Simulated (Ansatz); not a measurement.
# LaCoPO: the cost of one run

Program: Ansatz 0.2.0. Level of theory: DFT PBE, scalar-relativistic, plane waves, PAW. These are calculated values, not measurements.

**1. Starting point**

It takes space group P4/nmm (No. 129, tetragonal). The conventional cell has a = 3.953 Å, b = 3.953 Å, c = 8.446 Å, α = 90.00°, β = 90.00°, γ = 90.00°. La (site symmetry 4mm) is surrounded by 4 O at 2.35 Å. Co (site symmetry -4m2) has 4 P at 2.24 Å as nearest neighbours. Around P (site symmetry 4mm) lie 4 Co at 2.24 Å. O (site symmetry -4m2) is surrounded by 4 La at 2.35 Å.

Coordinates:

```
CELL_PARAMETERS angstrom
3.95338 0.00000 0.00000
0.00000 3.95338 0.00000
0.00000 0.00000 8.44614
ATOMIC_POSITIONS crystal
La 0.00000 0.50000 0.84848
La 0.50000 0.00000 0.15152
Co 0.50000 0.50000 0.50000
Co 0.00000 0.00000 0.50000
P 0.50000 0.00000 0.62535
P 0.00000 0.50000 0.37465
O 0.00000 0.00000 0.00000
O 0.50000 0.50000 0.00000
```

An earlier run at PBE left this cell at 16.501 Å³/atom and 0.00 GPa (8×8×4 mesh).

**2. Antiferromagnetic, in the cell as typed**

The input, input.yaml:

```yaml
crystal:
  lattice:
    - [3.9533843117, 0.0, 0.0]
    - [0.0, 3.9533843117, 0.0]
    - [0.0, 0.0, 8.446137696]
  atoms:
    - { symbol: La, position: [0.0, 0.5, 0.8484759577] }
    - { symbol: La, position: [0.5, 0.0, 0.1515240423] }
    - { symbol: Co, position: [0.5, 0.5, 0.5], spin: 3.0 }
    - { symbol: Co, position: [0.0, 0.0, 0.5], spin: -3.0 }
    - { symbol: P, position: [0.5, 0.0, 0.6253458784] }
    - { symbol: P, position: [0.0, 0.5, 0.3746541216] }
    - { symbol: O, position: [0.0, 0.0, 0.0] }
    - { symbol: O, position: [0.5, 0.5, 0.0] }
basis:
  ecutwfc: 420
  ecutrho_ratio: 4
kpoints:
  mp_grid: { grid: [8, 8, 4] }
hamiltonian:
  xc: pbe
scf:
  occupations: { method: gaussian, width: 0.05 }
  lower_state_search: "off"
output:
  forces: true
  stress: true
  eigenvalues: true
  populations: true
magnetization:
  spin_polarized: true
```

Started as:

```console
ansatz run input.yaml --threads 4 --pin off --max-ram 10240MiB --backend cpu --events-out ev --progress --plain --runs-dir out
```

**Question.** How long does this run take on 4 threads of Arm Neoverse V1, shared host, and how much memory does it need?

About 59 s, with a peak of 0.78 GiB.
